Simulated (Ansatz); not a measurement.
**BrClGaH₃ (built from SMILES Cl.[GaH2][Br]): a short trajectory**

The task is to watch the atoms for 40 steps of 0.5 fs, started with velocities for 700 K and run at constant energy, and see to which side of the barrier the system falls.

Method: PBE0-D4/def2-SVP; program: Ansatz 0.2.0, Gaussian basis.

1 further run of the same task is left out (it didn't finish).

## (1) The starting structure

The start, a first-order saddle point found at PBE0-D4 in triple zeta: 6 atoms, charge 0, spin multiplicity 1.

Atoms are counted from 1 here; the program's logs count them from 0.

Bond lengths: Ga1–Br2 2.593 Å, Ga1–H3 1.550 Å, Ga1–H4 1.550 Å, Ga1–Cl6 2.336 Å, Br2–H5 1.625 Å. Angles: Br2–Ga1–H3 105.3°, Br2–Ga1–H4 105.3°, Br2–Ga1–Cl6 80.2°, H3–Ga1–H4 134.9°, H3–Ga1–Cl6 108.6°, H4–Ga1–Cl6 108.6°, Ga1–Br2–H5 61.5°.

As a file:

```
Ga   -0.40461   -0.59301    0.39412
Br   -0.60207    1.80258   -0.57741
H    -1.20840   -1.49628   -0.57591
H    -0.35845   -0.40887    1.93260
H     0.81704    1.02308   -0.72032
Cl    1.75640   -0.32749   -0.45318
```

## (2) The run

Input file md/in.yaml:

```yaml
crystal:
  periodic: [false, false, false]
  atoms:
    - {symbol: Ga, position_ang: [-0.404614, -0.593005, 0.394122]}
    - {symbol: Br, position_ang: [-0.602070, 1.802581, -0.577409]}
    - {symbol: H, position_ang: [-1.208405, -1.496283, -0.575905]}
    - {symbol: H, position_ang: [-0.358449, -0.408874, 1.932597]}
    - {symbol: H, position_ang: [0.817036, 1.023076, -0.720324]}
    - {symbol: Cl, position_ang: [1.756401, -0.327495, -0.453181]}
basis:
  gaussian: {orbitals: def2-SVP}
hamiltonian: {xc: pbe0, dispersion: d4}
md: {n_steps: 40, timestep: 0.5, temperature: 700, ensemble: nve, seed: 258, initial_velocities: maxwell_boltzmann}
```

On the command line:

```bash
$ ansatz run in.yaml --threads 4 --pin off --events-out ev --progress --plain --max-ram 9574MiB
```

Q: Predict the outcome of this session. Wanted: temperature at the start; mean temperature, second half; lowest and highest potential energy, from the first frame; largest change of potential + kinetic.

The runs gave:

| quantity | value |
| --- | --- |
| length | 40 steps, 20.0 fs |
| temperature at the start | 700 K |
| mean temperature, second half | 241 K |
| lowest and highest potential energy, from the first frame | 0 and 334 meV |
| largest change of potential + kinetic | 1.9 meV |

By the last frame it has moved back towards the start side of the step. With no thermostat the total energy should stay fixed; it holds within 1.9 meV, small beside the kinetic energy, so the time step serves. The temperature runs between 58 and 700 K.
